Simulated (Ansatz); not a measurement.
# C₅H₅ClF₂OZr: up Jacob's ladder to CCSD(T)

The task here is to estimate one member of a computed series from the others.

Program: Ansatz 0.2.0, Gaussian basis. Level of theory: functionals in def2-TZVPP, the program's frozen cores in correlated methods. These are calculated values, not measurements.

Plan: LDA (SPW92), PBE-D4, revPBE-D4, BLYP-D4, r2SCAN-D4, B97M-V, PBE0-D4, B3LYP-D4, r2SCANh-D4, r2SCAN0-D4, HSE06-D4, BHLYP-D4, CAM-B3LYP-D4, LC-ωPBE, ωB97X-V, ωB97M-V, B2PLYP, PBE-QIDH; CCSD(T)/def2-SVP; CCSD(T)/def2-TZVPP; MP2/def2-QZVPP; extrapolation to the limit; RPA on PBE.

### The relaxed structure

An earlier PBE0-D4 in a triple-zeta def2 set relaxation fixed the geometry. Zr takes the def2 core potential; no spin-orbit term is included.

SMILES `[OH][Zr]1234([F])([Cl])[C@@H]5[C@H]1[C@H]2[C@@]3(F)[C@@H]54`, 15 atoms, charge 0, spin multiplicity 1.

Atoms are counted from 1 here; the program's logs count them from 0.

Bond lengths: O1–Zr2 1.918 Å, O1–H11 0.957 Å, Zr2–F3 1.916 Å, Zr2–Cl4 2.380 Å, Zr2–C5 2.497 Å, Zr2–C6 2.491 Å, Zr2–C7 2.517 Å, Zr2–C8 2.557 Å, Zr2–C10 2.537 Å, C5–C6 1.406 Å, C5–C10 1.419 Å, C5–H12 1.079 Å, C6–C7 1.417 Å, C6–H13 1.080 Å, C7–C8 1.405 Å, C7–H14 1.080 Å, C8–F9 1.328 Å, C8–C10 1.401 Å and more. Angles: Zr2–O1–H11 143.5°, O1–Zr2–F3 106.9°, O1–Zr2–Cl4 107.5°, O1–Zr2–C5 130.1°, O1–Zr2–C6 129.5°, O1–Zr2–C7 96.9°, O1–Zr2–C8 80.5°, O1–Zr2–C10 97.8°, F3–Zr2–Cl4 107.6°, F3–Zr2–C5 113.3°, F3–Zr2–C6 86.6°, F3–Zr2–C7 92.3°, F3–Zr2–C8 123.5°, F3–Zr2–C10 140.8°, Cl4–Zr2–C5 87.5°, Cl4–Zr2–C6 114.3°, Cl4–Zr2–C7 141.7°, Cl4–Zr2–C8 123.6° and more.

The first run:

Input file in.yaml:

```yaml
crystal:
  periodic: [false, false, false]
  atoms:
    - {symbol: O, position_ang: [-0.462958, -2.400308, 0.509230]}
    - {symbol: Zr, position_ang: [-0.716843, -0.893334, -0.649644]}
    - {symbol: F, position_ang: [-0.118664, -1.421880, -2.391223]}
    - {symbol: Cl, position_ang: [-3.057434, -0.482857, -0.785620]}
    - {symbol: C, position_ang: [-0.424848, 1.545852, -0.201918]}
    - {symbol: C, position_ang: [0.698386, 1.136032, -0.941222]}
    - {symbol: C, position_ang: [1.464481, 0.254197, -0.138666]}
    - {symbol: C, position_ang: [0.809196, 0.175554, 1.101584]}
    - {symbol: F, position_ang: [1.227193, -0.548361, 2.133980]}
    - {symbol: C, position_ang: [-0.369226, 0.932290, 1.076705]}
    - {symbol: H, position_ang: [-0.054353, -2.680681, 1.327519]}
    - {symbol: H, position_ang: [-1.211875, 2.199643, -0.545411]}
    - {symbol: H, position_ang: [0.927041, 1.410651, -1.960107]}
    - {symbol: H, position_ang: [2.377913, -0.252457, -0.411831]}
    - {symbol: H, position_ang: [-1.088019, 1.025680, 1.876614]}
basis:
  gaussian: {orbitals: def2-TZVPP}
hamiltonian: {xc: lda}
output: {orbitals: {seedname: orbitals}}
```

Among the steps run: LDA; PBE-D4 (GGA); revPBE-D4 (GGA); BLYP-D4 (GGA); r2SCAN-D4 (meta-GGA); B97M-V (meta-GGA); PBE0-D4 (hybrid); B3LYP-D4 (hybrid); r2SCANh-D4 (hybrid); r2SCAN0-D4 (hybrid); HSE06-D4 (hybrid); BHLYP-D4 (hybrid); CAM-B3LYP-D4 (range-separated); LC-ωPBE (range-separated); ωB97X-V (range-separated); ωB97M-V (range-separated); B2PLYP (double hybrid); PBE-QIDH (double hybrid).

One table of the session follows, with a row left open; its other results are not shown here.

It belongs to the step «Orbital energies across the functionals». 

| functional | HOMO (eV) | gap (eV) |
| --- | --- | --- |
| LDA (SPW92) | -6.78 | 4.48 |
| PBE-D4 | -6.57 | 4.54 |
| revPBE-D4 | -6.49 | 4.57 |
| BLYP-D4 | -6.39 | 4.47 |
| r2SCAN-D4 | -6.78 | 4.91 |
| B97M-V | -6.82 | 4.97 |
| PBE0-D4 | -7.71 | 6.54 |
| B3LYP-D4 | -7.48 | 6.06 |
| r2SCANh-D4 | ? | ? |
| r2SCAN0-D4 | -7.86 | 6.78 |
| HSE06-D4 | -7.32 | 5.77 |
| BHLYP-D4 | -8.67 | 8.47 |
| CAM-B3LYP-D4 | -8.95 | 8.84 |
| LC-ωPBE | -10.24 | 11.30 |
| ωB97X-V | -9.89 | 10.86 |
| ωB97M-V | -9.80 | 10.64 |

**Question.** Estimate the row for r2SCANh-D4.

Worked estimate for «HOMO (eV)». Against the share of exact exchange, r2SCAN-D4 (0, -6.78), r2SCAN0-D4 (0.25, -7.86) give a slope of -4.32 per unit share; at 0.1 the line stands at -7.21.

**Answer.** HOMO (eV): -7.21; gap (eV): 5.66. In «HOMO (eV)» the line misses by 0.00.
